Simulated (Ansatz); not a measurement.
# CH6GaN: the cost of one run

Method: RKS PBE/def2-SVP, in Ansatz 0.2.0.

1 further run of the same task is left out (it didn't finish).

### 1 The structure to begin with

Bond lengths: Ga1–N2 1.930 Å, N2–H3 1.060 Å, N2–H4 1.060 Å, Ga1–H5 1.570 Å, Ga1–C6 1.980 Å, C6–H7 1.110 Å, C6–H8 1.110 Å, C6–H9 1.110 Å. Angles: Ga1–N2–H3 120.0°, Ga1–N2–H4 120.0°, H3–N2–H4 120.0°, N2–Ga1–H5 120.0°, N2–Ga1–C6 120.0°, H5–Ga1–C6 120.0°, Ga1–C6–H7 109.5°, Ga1–C6–H8 109.5°, Ga1–C6–H9 109.5°, H7–C6–H8 109.4°, H7–C6–H9 109.4°, H8–C6–H9 109.4°.

Coordinates:

```xyz
9

Ga    0.0000    0.0000    0.0000
N     0.0000    0.0000    1.9300
H    -0.8770   -0.2713    2.4600
H     0.8770    0.2713    2.4600
H     1.3596    0.0000   -0.7850
C    -1.7147    0.0000   -0.9900
H    -2.2748   -0.9305   -0.7608
H    -2.3188    0.8797   -0.6846
H    -1.5130    0.0508   -2.0803
```

### 2 Preparing the start

Input file input.yaml:

```yaml
crystal:
  periodic: [false, false, false]
  atoms:
    - { symbol: Ga, position_ang: [0.0, 0.0, 0.0] }
    - { symbol: "N", position_ang: [0.0, 0.0, 1.93] }
    - { symbol: H, position_ang: [-0.877, -0.2713, 2.46] }
    - { symbol: H, position_ang: [0.877, 0.2713, 2.46] }
    - { symbol: H, position_ang: [1.3596, 0.0, -0.785] }
    - { symbol: C, position_ang: [-1.7147, 0.0, -0.99] }
    - { symbol: H, position_ang: [-2.2748, -0.9305, -0.7608] }
    - { symbol: H, position_ang: [-2.3188, 0.8797, -0.6846] }
    - { symbol: H, position_ang: [-1.513, 0.0508, -2.0803] }
basis:
  gaussian: { orbitals: def2-SVP }
hamiltonian:
  xc: pbe
relax:
  f_tol: 0.02
  max_steps: 40
output:
  orbitals: {}
```

Run with:

```sh
ansatz run input.yaml --threads 1 --pin off --max-ram 2048MiB --backend cpu --events-out ev --progress --plain --runs-dir out
```

What time and memory should one allow on 1 thread of Arm Neoverse V2, shared host?

About 21 s, with a peak of 0.12 GiB.
